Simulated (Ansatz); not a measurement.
**C₃H₇NTe: one species, many methods**

An exercise on one series of results from a longer session: the logs are not shown, and one member is left open.

Program: Ansatz 0.2.0, Gaussian basis. Level of theory: functionals in def2-TZVPP, the program's frozen cores in correlated methods. These are calculated values, not measurements.

Plan: PBE-D4, r2SCAN-D4, PBE0-D4, B3LYP-D4, ωB97X-V, ωB97M-V, B2PLYP; CCSD(T)/def2-TZVPP; MP2/def2-QZVPP; extrapolation to the limit.

### Structure used throughout

All runs share one geometry, relaxed beforehand with PBE0-D4 in a triple-zeta def2 set. Te takes the def2 core potential; no spin-orbit term is included.

SMILES `C/C=N\C[TeH]`, 12 atoms, charge 0, spin multiplicity 1.

Atoms are counted from 1 here; the program's logs count them from 0.

Bond lengths: C1–C2 1.495 Å, C1–H6 1.089 Å, C1–H7 1.096 Å, C1–H8 1.094 Å, C2–N3 1.268 Å, C2–H9 1.091 Å, N3–C4 1.425 Å, C4–Te5 2.173 Å, C4–H10 1.087 Å, C4–H11 1.096 Å, Te5–H12 1.656 Å. Angles: C2–C1–H6 111.2°, C2–C1–H7 109.9°, C2–C1–H8 111.6°, H6–C1–H7 108.6°, H6–C1–H8 108.4°, H7–C1–H8 107.0°, C1–C2–N3 127.3°, C1–C2–H9 117.1°, N3–C2–H9 115.6°, C2–N3–C4 119.8°, N3–C4–Te5 112.4°, N3–C4–H10 110.1°, N3–C4–H11 115.5°, Te5–C4–H10 105.2°, Te5–C4–H11 103.7°, H10–C4–H11 109.3°, C4–Te5–H12 92.0°.

The first run:

File in.yaml:

```yaml
crystal:
  periodic: [false, false, false]
  atoms:
    - {symbol: C, position_ang: [-1.480659, -0.176933, 0.657090]}
    - {symbol: C, position_ang: [-0.141021, 0.167681, 1.223607]}
    - {symbol: N, position_ang: [0.986670, 0.043739, 0.657477]}
    - {symbol: C, position_ang: [1.064505, -0.517697, -0.649513]}
    - {symbol: Te, position_ang: [0.798600, 0.972473, -2.209216]}
    - {symbol: H, position_ang: [-2.271193, -0.018100, 1.389347]}
    - {symbol: H, position_ang: [-1.686768, 0.447476, -0.219686]}
    - {symbol: H, position_ang: [-1.522652, -1.218755, 0.325271]}
    - {symbol: H, position_ang: [-0.121355, 0.596969, 2.226852]}
    - {symbol: H, position_ang: [2.054555, -0.933521, -0.819165]}
    - {symbol: H, position_ang: [0.308132, -1.276287, -0.883419]}
    - {symbol: H, position_ang: [2.088284, 1.857858, -1.664843]}
basis:
  gaussian: {orbitals: def2-TZVPP}
hamiltonian: {xc: pbe, dispersion: d4}
output: {forces: true, orbitals: {seedname: orbitals}}
```

Run with:

```sh
$ ansatz run in.yaml --threads 4 --pin off --events-out ev --progress --plain --max-ram 10444MiB
```

Steps of the session up to this table: PBE-D4 (GGA); r2SCAN-D4 (meta-GGA); PBE0-D4 (hybrid); B3LYP-D4 (hybrid); ωB97X-V (range-separated); ωB97M-V (range-separated); B2PLYP (double hybrid); CCSD(T) in def2-TZVPP; MP2 in def2-QZVPP.

One table of the session follows, with a row left open; its other results are not shown here.

| method | atomisation energy (kJ/mol) |
| --- | --- |
| PBE-D4 | 4525.5 |
| r2SCAN-D4 | ? |
| PBE0-D4 | 4425.2 |
| B3LYP-D4 | 4412.0 |
| ωB97X-V | 4401.2 |
| ωB97M-V | 4394.6 |
| B2PLYP | 4348.2 |
| HF/def2-TZVPP | 3072.1 |
| MP2/def2-TZVPP | 4329.3 |
| CCSD/def2-TZVPP | 4194.8 |
| CCSD(T)/def2-TZVPP | 4274.6 |
| MP2/CBS | 4455.3 |
| CCSD(T)/CBS | 4400.6 |

Q: Estimate the row for r2SCAN-D4 from the others.

The run gave: atomisation energy (kJ/mol): 4392.1. In the column «atomisation energy (kJ/mol)» it lies between B2PLYP (4348.2) and ωB97M-V (4394.6).

Limits of these values: Free atoms (3 C, 1 N, 1 Te, 7 H) were run apart at each level; the atomisation energy is their sum less the molecule, without zero-point or spin-orbit terms.
